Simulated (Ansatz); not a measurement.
# InGa3As4: the cost of one run

Program: Ansatz 0.2.0. Level of theory: DFT PBEsol, scalar-relativistic, plane waves, PAW. These are calculated values, not measurements.

**1. Starting point**

The structure is cubic, space group P-43m (No. 215). Conventional cell: a = 5.749 Å, b = 5.749 Å, c = 5.749 Å, α = 90.00°, β = 90.00°, γ = 90.00°. Around In (site symmetry -43m) lie 4 As at 2.49 Å. Ga (site symmetry -42m) has 4 As at 2.49 Å as nearest neighbours. As (site symmetry 3m) is surrounded by 1 In at 2.49 Å and 3 Ga at 2.49 Å.

Structure file:

```
In Ga As
1.0
     5.74927    0.00000    0.00000
     0.00000   -5.74927    0.00000
     0.00000    0.00000   -5.74927
In Ga As
1 3 4
Cartesian
  0.0000 -2.8746 -2.8746
  2.8746 0.0000 -2.8746
  2.8746 -2.8746 0.0000
  0.0000 0.0000 0.0000
  1.4373 -1.4373 -1.4373
  4.3120 -4.3120 -1.4373
  4.3120 -1.4373 -4.3120
  1.4373 -4.3120 -4.3120
```

(A quick probe on a coarse mesh, which set the mesh and smearing, is not shown.)

**3. Rough relaxation on the coarse mesh**

input.yaml

```yaml
crystal:
  lattice:
    - [5.749275, 0.0, 0.0]
    - [0.0, -5.749275, 0.0]
    - [0.0, 0.0, -5.749275]
  atoms:
    - { symbol: In, position: [0.0, 0.5, 0.5] }
    - { symbol: Ga, position: [0.5, 0.0, 0.5] }
    - { symbol: Ga, position: [0.5, 0.5, 0.0] }
    - { symbol: Ga, position: [0.0, 0.0, 0.0] }
    - { symbol: As, position: [0.25, 0.25, 0.25] }
    - { symbol: As, position: [0.75, 0.75, 0.25] }
    - { symbol: As, position: [0.75, 0.25, 0.75] }
    - { symbol: As, position: [0.25, 0.75, 0.75] }
basis:
  ecutwfc: 420
kpoints:
  mp_grid: { grid: [4, 4, 4] }
hamiltonian:
  xc: pbesol
scf:
  occupations: { method: gaussian, width: 0.1 }
output:
  forces: true
  stress: true
  eigenvalues: true
relax:
  adjacent_minimum: "off"
  f_tol: 0.05
  max_steps: 80
  cell: { stress_tol: 0.5 }
```

Launch:

```sh
> ansatz run input.yaml --threads 2 --pin off --max-ram 5120MiB --backend cpu --events-out ev --progress --plain --runs-dir out
```

Q: Estimate wall time and peak memory on 2 threads of Arm Neoverse V1, shared host.

About 32 s, with a peak of 0.51 GiB.
